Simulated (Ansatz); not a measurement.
# InF3: further runs on the relaxed cell

The task here is to estimate one member of a computed series from the others.

Computed with Ansatz 0.2.0 (DFT LDA, scalar-relativistic, plane waves, PAW, unless a step's input says otherwise).

2 further runs of the same task are left out: 2 set aside as unsound or not needed. Runs told in other sessions of the task aren't counted.

### The structure to begin with

The structure is trigonal, space group R-3c (No. 167). Conventional cell: a = 5.089 Å, b = 5.089 Å, c = 14.543 Å, α = 90.00°, β = 90.00°, γ = 120.00°. In (site symmetry -3) is surrounded by 6 F at 2.06 Å. Around F (site symmetry 2) lie 2 In at 2.06 Å.

As a file:

```cif
data_structure
_symmetry_space_group_name_H-M 'R-3c:H'
_symmetry_Int_Tables_number 167
_cell_length_a 5.0893
_cell_length_b 5.0893
_cell_length_c 14.5430
_cell_angle_alpha 90.000
_cell_angle_beta 90.000
_cell_angle_gamma 120.000
_cell_volume 326.21
loop_
_atom_site_label
_atom_site_type_symbol
_atom_site_symmetry_multiplicity
_atom_site_Wyckoff_symbol
_atom_site_fract_x
_atom_site_fract_y
_atom_site_fract_z
_atom_site_occupancy
In1 In 6 b 0.00000 0.00000 0.50000 1
F1 F 18 e 0.98707 0.66667 0.41667 1
```

This cell was relaxed beforehand with the same method: volume 13.59 Å³/atom, gap on the mesh 4.27 eV.

Set-up of the first run:

Input file input.yaml:

```yaml
crystal:
  lattice:
    - [2.5189231427, 1.4543009545, 4.7987128764]
    - [-2.5189231427, 1.4543009545, 4.7987128764]
    - [0.0, -2.908601909, 4.7987128764]
  atoms:
    - { symbol: In, position: [0.0, 0.0, 0.0] }
    - { symbol: In, position: [0.5, 0.5, 0.5] }
    - { symbol: F, position: [0.9037366083, 0.5962633917, 0.25] }
    - { symbol: F, position: [0.25, 0.9037366083, 0.5962633917] }
    - { symbol: F, position: [0.5962633917, 0.25, 0.9037366083] }
    - { symbol: F, position: [0.0962633917, 0.4037366083, 0.75] }
    - { symbol: F, position: [0.75, 0.0962633917, 0.4037366083] }
    - { symbol: F, position: [0.4037366083, 0.75, 0.0962633917] }
basis:
  ecutwfc: 420
kpoints:
  mp_grid: { grid: [6, 6, 6] }
hamiltonian:
  xc: lda
scf:
  occupations: { method: gaussian, width: 0.02 }
output:
  forces: true
  stress: true
  eigenvalues: true
  write_density: true
  write_potential: true
  elf: true
  volumetric_format: npy
relax:
  adjacent_minimum: "off"
  f_tol: 0.01
  max_steps: 30
  cell: { stress_tol: 0.1, fix: [volume] }
```

Launch:

```sh
ansatz run input.yaml --threads 2 --pin off --max-ram 5120MiB --backend cpu --events-out ev --progress --plain --runs-dir out
```

Steps of the session up to this table: The cell scaled to 0.97 of its volume; Point at V/V0 = 1.03; The cell scaled to 0.94 of its volume; Point at V/V0 = 1.06; Volume × 0.91; Point at V/V0 = 1.10; Volume × 0.88.

One of the session's tables, all rows but one given; the rest of the session is left out.

It belongs to the step «Equation of state». 

```
volume (Å³/atom)  energy above the lowest point (meV/atom)  pressure (GPa)  gap on the mesh (eV)
          11.961                                      28.0            7.32                  4.28
          12.369                                      13.3            4.41                  4.26
          12.776                                       4.8            2.31                  4.25
          13.184                                       0.9            0.88                  4.26
          13.592                                       0.0           -0.02                  4.27
          14.000                                         ?               ?                     ?
          14.408                                       2.7           -0.92                  4.23
          14.951                                       6.2           -1.20                  4.21
```

Q: Estimate the row for volume (Å³/atom) = 14.000 from the others.

Worked estimate for «energy above the lowest point (meV/atom)». A straight line through the neighbours (13.592, 0.0) and (14.408, 2.7) gives 0.0 + (2.7 − 0.0) × (14.000 − 13.592) / (14.408 − 13.592) = 1.4; a parabola fitted to 4 rows on both sides gives 0.8.

**Answer.** energy above the lowest point (meV/atom): 0.8; pressure (GPa): -0.59; gap on the mesh (eV): 4.24. In «energy above the lowest point (meV/atom)» the line misses by +0.6 and the parabola by 0.0.
